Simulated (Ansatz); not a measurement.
# C2H4OSi: small, medium and large basis sets

The task here is to estimate one member of a computed series from the others.

Program: Ansatz 0.2.0, Gaussian basis. Level of theory: one geometry, several basis sets. These are calculated values, not measurements.

Levels to be run: PBE0-D4/def2-SVP; ωB97M-V/def2-SVP; PBE0-D4/def2-QZVPP; ωB97M-V/def2-QZVPP; the functionals' def2-TZVPP values are taken from earlier runs.

## The geometry

An earlier PBE0-D4 in a triple-zeta def2 set relaxation fixed the geometry.

SMILES `O[SiH]1C=C1`, 8 atoms, charge 0, spin multiplicity 1.

Atoms are counted from 1 here; the program's logs count them from 0.

Bond lengths: O1–Si2 1.640 Å, O1–H5 0.959 Å, Si2–C3 1.791 Å, Si2–C4 1.791 Å, Si2–H6 1.472 Å, C3–C4 1.347 Å, C3–H7 1.085 Å, C4–H8 1.085 Å. Angles: Si2–O1–H5 117.0°, O1–Si2–C3 125.2°, O1–Si2–C4 125.2°, O1–Si2–H6 104.2°, C3–Si2–C4 44.2°, C3–Si2–H6 124.2°, C4–Si2–H6 124.2°, Si2–C3–C4 67.9°, Si2–C3–H7 158.8°, C4–C3–H7 133.3°, Si2–C4–C3 67.9°, Si2–C4–H8 158.8°, C3–C4–H8 133.3°.

Set-up of the first run:

Input file in.yaml:

```yaml
crystal:
  periodic: [false, false, false]
  atoms:
    - {symbol: O, position_ang: [-0.426027, 1.663313, -1.009403]}
    - {symbol: Si, position_ang: [0.263458, 0.703853, 0.127516]}
    - {symbol: C, position_ang: [0.614863, -1.040848, -0.069685]}
    - {symbol: C, position_ang: [-0.433192, -0.824272, 0.748693]}
    - {symbol: H, position_ang: [-1.008007, 1.238317, -1.642186]}
    - {symbol: H, position_ang: [1.082000, 1.626730, 0.931548]}
    - {symbol: H, position_ang: [1.101958, -1.939953, -0.431929]}
    - {symbol: H, position_ang: [-1.102852, -1.484340, 1.289746]}
basis:
  gaussian: {orbitals: def2-SVP}
hamiltonian: {xc: pbe0, dispersion: d4}
output: {orbitals: {seedname: orbitals}}
```

Run with:

```sh
$ ansatz run in.yaml --threads 2 --pin off --events-out ev --progress --plain --max-ram 4352MiB
```

Among the steps run: PBE0-D4 in def2-SVP; ωB97M-V in def2-SVP; PBE0-D4 in def2-QZVPP; ωB97M-V in def2-QZVPP.

One of the session's tables, all rows but one given; the rest of the session is left out.

It belongs to the step «Functionals by basis». 

| functional | basis | HOMO (eV) | LUMO (eV) |
| --- | --- | --- | --- |
| PBE0-D4 | def2-SVP | -7.19 | -0.09 |
| PBE0-D4 | def2-TZVPP | -7.28 | -0.33 |
| PBE0-D4 | def2-QZVPP | -7.30 | -0.41 |
| ωB97M-V | def2-SVP | -9.36 | 2.24 |
| ωB97M-V | def2-TZVPP | -9.47 | 1.83 |
| ωB97M-V | def2-QZVPP | ? | ? |

**Question.** Estimate the row for ωB97M-V, def2-QZVPP.

**Answer.** HOMO (eV): -9.49; LUMO (eV): 1.61. In the column «HOMO (eV)» it is the lowest.
